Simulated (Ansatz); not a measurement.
# CH3Cu: geometry and frequencies at several levels

The task here is to estimate one member of a computed series from the others.

Method: the levels named in each step, in Ansatz 0.2.0.

## The structure to begin with

Bond lengths: C1–Cu2 1.946 Å, C1–H3 1.088 Å, C1–H4 1.088 Å, C1–H5 1.088 Å. Angles: Cu2–C1–H3 113.1°, Cu2–C1–H4 113.1°, Cu2–C1–H5 113.1°, H3–C1–H4 105.6°, H3–C1–H5 105.6°, H4–C1–H5 105.6°.

As a file:

```xyz
5

C    -1.5204    0.0977    0.3218
Cu    0.3795   -0.0244   -0.0803
H    -1.8254   -0.5497    1.1413
H    -1.8322    1.1000    0.6083
H    -2.1530   -0.1768   -0.5198
```

The first run:

Input file input.yaml:

```yaml
crystal:
  periodic: [false, false, false]
  atoms:
    - { symbol: C, position_ang: [-1.54830511, 0.09950334, 0.3276718] }
    - { symbol: Cu, position_ang: [0.28715162, -0.01845702, -0.06077966] }
    - { symbol: H, position_ang: [-1.77987484, -0.58540794, 1.16872892] }
    - { symbol: H, position_ang: [-1.78698868, 1.14530442, 0.60951377] }
    - { symbol: H, position_ang: [-2.12354299, -0.19419279, -0.57396482] }
basis:
  gaussian: { orbitals: def2-TZVPP }
hamiltonian:
  xc: pbe0
  dispersion: d4
relax:
  f_tol: 0.002
  max_steps: 150
```

Command:

```bash
$ ansatz run input.yaml --threads 2 --pin off --max-ram 5120MiB --backend cpu --events-out ev --progress --plain --runs-dir out
```

Among the steps run: Relaxation, PBE0-D4/def2-TZVPP; Frequencies, PBE0-D4/def2-TZVPP; Relaxation, PBE-D4/def2-TZVPP; Frequencies, PBE-D4/def2-TZVPP; Relaxation, r2SCAN-D4/def2-TZVPP; Frequencies, r2SCAN-D4/def2-TZVPP; Relaxation, B3LYP-D4/def2-TZVPP; Frequencies, B3LYP-D4/def2-TZVPP; Relaxation, B2PLYP/def2-TZVPP.

One table of the session follows, with a row left open; its other results are not shown here.

| level | C1–Cu2 (Å) | dipole (D) | highest frequency (cm⁻¹) |
| --- | --- | --- | --- |
| PBE0-D4/def2-TZVPP | 1.9007 | 2.04 | 3150 |
| PBE-D4/def2-TZVPP | 1.8927 | 1.35 | 3074 |
| r2SCAN-D4/def2-TZVPP | ? | ? | ? |
| B3LYP-D4/def2-TZVPP | 1.9161 | 1.75 | 3131 |
| B2PLYP/def2-TZVPP | 1.8980 | 1.90 | - |

Q: Estimate the row for r2SCAN-D4/def2-TZVPP from the others.

As computed: C1–Cu2 (Å): 1.8761; dipole (D): 1.57; highest frequency (cm⁻¹): 3127. In the column «C1–Cu2 (Å)» it is the lowest.
